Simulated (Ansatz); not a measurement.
# B on Si2Ni (111)

Aim: for Si2Ni, cut and relax a (111) slab, then find where and how strongly B adsorbs.

The COD entry's cell or inner coordinates are ideal or old and differ from later refinements, so a difference from it is no clean test against experiment.

Method: DFT PBEsol, scalar-relativistic, plane waves, PAW, in Ansatz 0.2.0.

1 further run of the same task is left out (it didn't finish).

## 1. The starting structure

Symmetry: Fm-3m, No. 225, cubic system. The conventional cell has a = 5.391 Å, b = 5.391 Å, c = 5.391 Å, α = 90.00°, β = 90.00°, γ = 90.00°. Around Si (site symmetry -43m) lie 4 Ni at 2.33 Å. Ni (site symmetry m-3m) has 8 Si at 2.33 Å as nearest neighbours.

As a file:

```
CELL_PARAMETERS angstrom
0.00000 2.69570 2.69570
2.69570 0.00000 2.69570
2.69570 2.69570 0.00000
ATOMIC_POSITIONS crystal
Si 0.25000 0.25000 0.25000
Si 0.75000 0.75000 0.75000
Ni 0.00000 0.00000 0.00000
```

This cell was relaxed beforehand with the same method: volume 13.06 Å³/atom, gap on the mesh none (metal).

## 2. Cutting the slab

Planes are indexed in the bulk's conventional cell (Fm-3m (No. 225)), a = 5.391 Å, b = 5.391 Å, c = 5.391 Å, α = 90.00°, β = 90.00°, γ = 90.00°.

A (111) slab, 7.8 Å thick as cut, with 17 Å of vacuum; its outer planes are Si (top) and Si (bottom).

The slab as cut. Layers, bottom to top:

| plane | atoms per cell | height over the lowest (Å) |
| --- | --- | --- |
| 1 | Si | 0.00 |
| 2 | Ni | 0.78 |
| 3 | Si | 1.56 |
| 4 | Si | 3.11 |
| 5 | Ni | 3.89 |
| 6 | Si | 4.67 |
| 7 | Si | 6.23 |
| 8 | Ni | 7.00 |
| 9 | Si | 7.78 |

## 3. Relaxing the clean slab

input.yaml reads:

```yaml
crystal:
  lattice:
    - [3.8123023566, 0.0, 0.0]
    - [-1.9061511783, 3.3015506877, 0.0]
    - [0.0, 0.0, 24.781829599]
  atoms:
    - { symbol: Si, position: [0.0, 0.0, 0.3429932389] }
    - { symbol: Ni, position: [0.6666666667, 0.3333333333, 0.3743945911] }
    - { symbol: Si, position: [0.3333333333, 0.6666666667, 0.4057959433] }
    - { symbol: Si, position: [0.6666666667, 0.3333333333, 0.4685986478] }
    - { symbol: Ni, position: [0.3333333333, 0.6666666667, 0.5] }
    - { symbol: Si, position: [0.0, 0.0, 0.5314013522] }
    - { symbol: Si, position: [0.3333333333, 0.6666666667, 0.5942040567] }
    - { symbol: Ni, position: [0.0, 0.0, 0.6256054089] }
    - { symbol: Si, position: [0.6666666667, 0.3333333333, 0.6570067611] }
basis:
  ecutwfc: 420
kpoints:
  mp_grid: { grid: [9, 9, 1] }
hamiltonian:
  xc: pbesol
scf:
  occupations: { method: gaussian, width: 0.1 }
output:
  forces: true
  eigenvalues: true
  write_density: true
  write_potential: true
  elf: true
  volumetric_format: npy
relax:
  adjacent_minimum: "off"
  f_tol: 0.03
  max_steps: 70
  constraints: [{ sites: [0, 1, 2, 3] }]
efield:
  axis: 3
  dipole_correction: true
  ramp_width: 0.04
```

On the command line:

```console
$ ansatz run input.yaml --threads 2 --pin off --max-ram 5120MiB --backend cpu --events-out ev --progress --plain --runs-dir out
```

The session goes on with these runs: start: B, top (Si); B at the bridge (Ni-Si) site; B at the top (Ni) site.

Before running it: what results should come out? Wanted: clean slab: work function; B: lowest end.

As calculated:

```
                 quantity                                                                  value
clean slab: work function                              4.48 eV (top face), 4.46 eV (bottom face)
            B: lowest end  E_ads -5.20 eV, from the bridge (Ni-Si) start, 1 bonded, -0.06 Å high
```

In words: B binds with 5.20 eV at best, a strong chemical bond when counted from the free atom, not from the element's molecule or solid; the ends span 2.65 eV. The surface itself gives way, with a slab atom moving 1.6 Å. It raises the work function by 0.26 eV, as a dipole layer with its negative end outwards does. The slab runs have no spin polarisation, while the free adsorbate has its spin; a moment that survived on the surface would lower E_ads. A start on a symmetric site keeps its symmetry, so an end may be a saddle point and not a minimum. The final runs have no spin polarisation, so no magnetic state was tried and one may lie lower.
